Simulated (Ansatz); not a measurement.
# C3H7NSi: up Jacob's ladder to CCSD(T)

An exercise on one series of results from a longer session: the logs are not shown, and one member is left open.

Method: functionals in def2-TZVPP, the program's frozen cores in correlated methods; program: Ansatz 0.2.0, Gaussian basis.

Plan: LDA (SPW92), PBE-D4, revPBE-D4, BLYP-D4, r2SCAN-D4, B97M-V, PBE0-D4, B3LYP-D4, r2SCANh-D4, r2SCAN0-D4, HSE06-D4, BHLYP-D4, CAM-B3LYP-D4, LC-ωPBE, ωB97X-V, ωB97M-V, B2PLYP, PBE-QIDH; CCSD(T)/def2-SVP; CCSD(T)/def2-TZVPP; MP2/def2-QZVPP; extrapolation to the limit; RPA on PBE.

### The geometry

The geometry comes from an earlier relaxation with PBE0-D4 in a triple-zeta def2 set; it is a stationary point, not always the lowest conformer.

SMILES `C[SiH2]C1C=N1`, 12 atoms, charge 0, spin multiplicity 1.

Atoms are counted from 1 here; the program's logs count them from 0.

Bond lengths: C1–Si2 1.868 Å, C1–H6 1.092 Å, C1–H7 1.093 Å, C1–H8 1.092 Å, Si2–C3 1.871 Å, Si2–H9 1.491 Å, Si2–H10 1.490 Å, C3–C4 1.453 Å, C3–N5 1.565 Å, C3–H11 1.091 Å, C4–N5 1.241 Å, C4–H12 1.083 Å. Angles: Si2–C1–H6 111.1°, Si2–C1–H7 110.8°, Si2–C1–H8 110.2°, H6–C1–H7 108.1°, H6–C1–H8 108.4°, H7–C1–H8 108.1°, C1–Si2–C3 111.1°, C1–Si2–H9 110.1°, C1–Si2–H10 110.6°, C3–Si2–H9 108.6°, C3–Si2–H10 107.8°, H9–Si2–H10 108.5°, Si2–C3–C4 123.5°, Si2–C3–N5 117.7°, Si2–C3–H11 117.8°, C4–C3–N5 48.4°, C4–C3–H11 116.4°, N5–C3–H11 113.2° and more.

Coordinates:

```mol
C3H7NSi
  3D, bonds by distance, orders not assigned

 12 12  0  0  0  0  0  0  0  0999 V2000
   -1.1874    1.4338    0.4931 C   0  0
    0.3522    0.3934    0.6843 Si  0  0
    0.2124   -1.2009   -0.2841 C   0  0
    1.1953   -1.6348   -1.2621 C   0  0
    0.2360   -1.1066   -1.8462 N   0  0
   -1.0973    2.3747    1.0409 H   0  0
   -2.0637    0.9027    0.8724 H   0  0
   -1.3599    1.6636   -0.5607 H   0  0
    0.5715    0.0603    2.1215 H   0  0
    1.5463    1.1287    0.1811 H   0  0
   -0.4705   -1.9653    0.0909 H   0  0
    2.1423   -2.1047   -1.4970 H   0  0
  1  2  8  0
  2  3  8  0
  3  4  8  0
  4  5  8  0
  1  6  8  0
  1  7  8  0
  1  8  8  0
  2  9  8  0
  2 10  8  0
  3 11  8  0
  4 12  8  0
  3  5  8  0
M  END
```

Set-up of the first run:

Input file in.yaml:

```yaml
crystal:
  periodic: [false, false, false]
  atoms:
    - {symbol: C, position_ang: [-1.187435, 1.433848, 0.493105]}
    - {symbol: Si, position_ang: [0.352221, 0.393442, 0.684320]}
    - {symbol: C, position_ang: [0.212360, -1.200905, -0.284074]}
    - {symbol: C, position_ang: [1.195261, -1.634848, -1.262052]}
    - {symbol: N, position_ang: [0.236022, -1.106567, -1.846174]}
    - {symbol: H, position_ang: [-1.097267, 2.374652, 1.040873]}
    - {symbol: H, position_ang: [-2.063710, 0.902652, 0.872374]}
    - {symbol: H, position_ang: [-1.359943, 1.663611, -0.560749]}
    - {symbol: H, position_ang: [0.571499, 0.060338, 2.121496]}
    - {symbol: H, position_ang: [1.546260, 1.128678, 0.181053]}
    - {symbol: H, position_ang: [-0.470505, -1.965303, 0.090945]}
    - {symbol: H, position_ang: [2.142338, -2.104699, -1.497016]}
basis:
  gaussian: {orbitals: def2-TZVPP}
hamiltonian: {xc: lda}
output: {orbitals: {seedname: orbitals}}
```

Steps of the session up to this table: LDA; PBE-D4 (GGA); revPBE-D4 (GGA); BLYP-D4 (GGA); r2SCAN-D4 (meta-GGA); B97M-V (meta-GGA); PBE0-D4 (hybrid); B3LYP-D4 (hybrid); r2SCANh-D4 (hybrid); r2SCAN0-D4 (hybrid); HSE06-D4 (hybrid); BHLYP-D4 (hybrid); CAM-B3LYP-D4 (range-separated); LC-ωPBE (range-separated); ωB97X-V (range-separated); ωB97M-V (range-separated); B2PLYP (double hybrid); PBE-QIDH (double hybrid).

One table of the session follows, with a row left open; its other results are not shown here.

It belongs to the step «Frontier levels by functional». 

```
  functional  HOMO (eV)  gap (eV)
 LDA (SPW92)      -6.70      4.61
      PBE-D4      -6.56      4.73
   revPBE-D4          ?         ?
     BLYP-D4      -6.43      4.73
   r2SCAN-D4      -6.80      5.21
      B97M-V      -6.92      5.41
     PBE0-D4      -7.85      7.17
    B3LYP-D4      -7.62      6.67
  r2SCANh-D4      -7.28      6.11
  r2SCAN0-D4      -8.00      7.45
    HSE06-D4      -7.45      6.37
    BHLYP-D4      -9.02      9.52
CAM-B3LYP-D4      -9.22      9.73
     LC-ωPBE     -10.58     12.38
     ωB97X-V     -10.21     11.88
     ωB97M-V     -10.10     11.62
```

Estimate the missing values for revPBE-D4.

The run gave: HOMO (eV): -6.50; gap (eV): 4.78. In the column «HOMO (eV)» it lies between PBE-D4 (-6.56) and BLYP-D4 (-6.43).
